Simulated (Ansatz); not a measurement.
Runs of Ansatz 0.2.0 on CsLiCr2Te2S3. The structure is monoclinic, space group C2/m (No. 12). The conventional cell has a = 14.579 Å, b = 4.209 Å, c = 7.709 Å, α = 90.00°, β = 109.04°, γ = 90.00°. Cs (site symmetry 2/m) has 6 S at 3.84 to 3.85 Å and 6 Te at 4.08 to 4.23 Å and 2 Cs at 4.21 Å and 2 Cr at 4.27 Å and 4 Li at 4.39 Å as nearest neighbours. Li (site symmetry 2/m) is surrounded by 2 S at 2.10 Å. Cr (site symmetry m) has 4 S at 2.33 to 2.46 Å as nearest neighbours. Te (site symmetry m) has 2 Cr at 2.84 Å and 1 Li at 3.10 Å and 1 S at 3.19 Å as nearest neighbours. S (site symmetry m) is surrounded by 3 Cr at 2.33 to 2.46 Å. Around S (site symmetry 2/m) lie 2 Li at 2.10 Å and 2 Cr at 2.38 Å. The cell was built by a generator and needn't be a form met in nature.

| task | level | cell | k mesh | cutoff (eV) | points for each segment of the path | gap on the mesh (eV) | pressure (GPa) | moment (μB) | relaxed volume (Å³/atom) | largest force (eV/Å) |
| --- | --- | --- | --- | --- | --- | --- | --- | --- | --- | --- |
| band structure | revPBE | as given | 7 × 7 × 4 | 420 | 10 | none | 1.6 | (b) | - | 0.10 |
| relaxation of cell and atoms | r2SCAN | relaxed | 5 × 5 × 3 | 500 | - | none | 0.0 | 5.98 | (c) | 0.01 |
| band structure | r2SCAN | as given | 7 × 7 × 4 | 500 | 10 | none | 0.3 | (a) | - | 0.22 |
| relaxation of cell and atoms | revPBE | relaxed | 5 × 5 × 3 | 420 | - | none | 0.0 | 5.28 | 26.21 | 0.01 |
| relaxation of cell and atoms | PBE+D3(BJ) | relaxed | 5 × 5 × 3 | 420 | - | none | 0.0 | 5.50 | 23.16 | 0.01 |

Alike in all rows: potentials or basis Ansatz PAW; spin collinear, ferromagnetic start; smearing fermi-dirac 0.05 eV.

Problem. Fill in the values left out.

Solution. (a) 5.56; (b) 5.26; (c) 24.46.

Caveats: only a ferromagnetic start was run, and an antiferromagnetic order may lie lower in energy; the PAW data sets come from PBE, with cores solved anew for the run's functional, which leaves a small shift of forces and pressure (some runs); the plane-wave basis is chosen anew once the cell has moved, so the energies of steps on either side of that aren't comparable (some runs); spin-orbit coupling is left out, which moves the levels of the heavy elements (some runs); the magnetic or orbital state may not be the lowest (some runs); pairwise dispersion overbinds metals, which lowers pressure and volume (some runs).

A k mesh can miss the band edges, and the runs leave out spin-orbit coupling on Cs, Te.

A gap of «none» marks a metal or a gap under the smearing width.
